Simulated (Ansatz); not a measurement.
# Si2B2H8: small, medium and large basis sets

An exercise on one series of results from a longer session: the logs are not shown, and one member is left open.

Method: one geometry, several basis sets; program: Ansatz 0.2.0, Gaussian basis.

Levels to be run: PBE0-D4/def2-SVP; ωB97M-V/def2-SVP; PBE0-D4/def2-QZVPP; ωB97M-V/def2-QZVPP; the functionals' def2-TZVPP values are taken from earlier runs.

1 further run of the same task is left out (it didn't finish).

### Structure used throughout

All runs share one geometry, relaxed beforehand with PBE0-D4 in a triple-zeta def2 set.

12 atoms, charge 0, spin multiplicity 1.

Atoms are counted from 1 here; the program's logs count them from 0.

Bond lengths: B1–Si2 1.980 Å, B1–H5 1.196 Å, B1–H6 1.195 Å, Si2–B3 1.980 Å, Si2–Si4 2.374 Å, Si2–H7 1.490 Å, B3–H8 1.196 Å, B3–H9 1.195 Å, Si4–H10 1.488 Å, Si4–H11 1.485 Å, Si4–H12 1.487 Å. Angles: Si2–B1–H5 118.8°, Si2–B1–H6 122.5°, H5–B1–H6 118.6°, B1–Si2–B3 117.4°, B1–Si2–Si4 96.2°, B1–Si2–H7 117.0°, B3–Si2–Si4 96.3°, B3–Si2–H7 117.1°, Si4–Si2–H7 106.7°, Si2–B3–H8 118.8°, Si2–B3–H9 122.5°, H8–B3–H9 118.6°, Si2–Si4–H10 110.2°, Si2–Si4–H11 110.0°, Si2–Si4–H12 110.2°, H10–Si4–H11 109.1°, H10–Si4–H12 108.3°, H11–Si4–H12 109.1°.

Set-up of the first run:

Input file in.yaml:

```yaml
crystal:
  periodic: [false, false, false]
  atoms:
    - {symbol: B, position_ang: [-1.083686, 1.678804, -0.261340]}
    - {symbol: Si, position_ang: [0.313748, 0.587020, 0.620085]}
    - {symbol: B, position_ang: [-0.287829, -0.882246, 1.803811]}
    - {symbol: Si, position_ang: [0.800913, -0.774989, -1.261794]}
    - {symbol: H, position_ang: [-2.128140, 1.164865, -0.534881]}
    - {symbol: H, position_ang: [-0.899773, 2.812291, -0.591919]}
    - {symbol: H, position_ang: [1.581238, 1.278131, 0.988394]}
    - {symbol: H, position_ang: [-1.321298, -1.431643, 1.559013]}
    - {symbol: H, position_ang: [0.373191, -1.285987, 2.713704]}
    - {symbol: H, position_ang: [1.280643, 0.064399, -2.392263]}
    - {symbol: H, position_ang: [-0.418143, -1.509515, -1.686540]}
    - {symbol: H, position_ang: [1.866034, -1.756229, -0.922268]}
basis:
  gaussian: {orbitals: def2-SVP}
hamiltonian: {xc: pbe0, dispersion: d4}
output: {orbitals: {seedname: orbitals}}
```

On the command line:

```console
$ ansatz run in.yaml --threads 2 --pin off --events-out ev --progress --plain --max-ram 4352MiB
```

Steps of the session up to this table: PBE0-D4 in def2-SVP; ωB97M-V in def2-SVP; PBE0-D4 in def2-QZVPP; ωB97M-V in def2-QZVPP.

One table of the session follows, with a row left open; its other results are not shown here.

It belongs to the step «Functionals by basis». 

```
functional       basis  HOMO (eV)  LUMO (eV)
   PBE0-D4    def2-SVP      -7.98      -2.38
   PBE0-D4  def2-TZVPP      -7.95      -2.42
   PBE0-D4  def2-QZVPP      -7.94      -2.42
   ωB97M-V    def2-SVP      -9.88      -0.38
   ωB97M-V  def2-TZVPP      -9.88      -0.51
   ωB97M-V  def2-QZVPP          ?          ?
```

Q: Estimate the row for ωB97M-V, def2-QZVPP from the others.

The run gave: HOMO (eV): -9.88; LUMO (eV): -0.58.
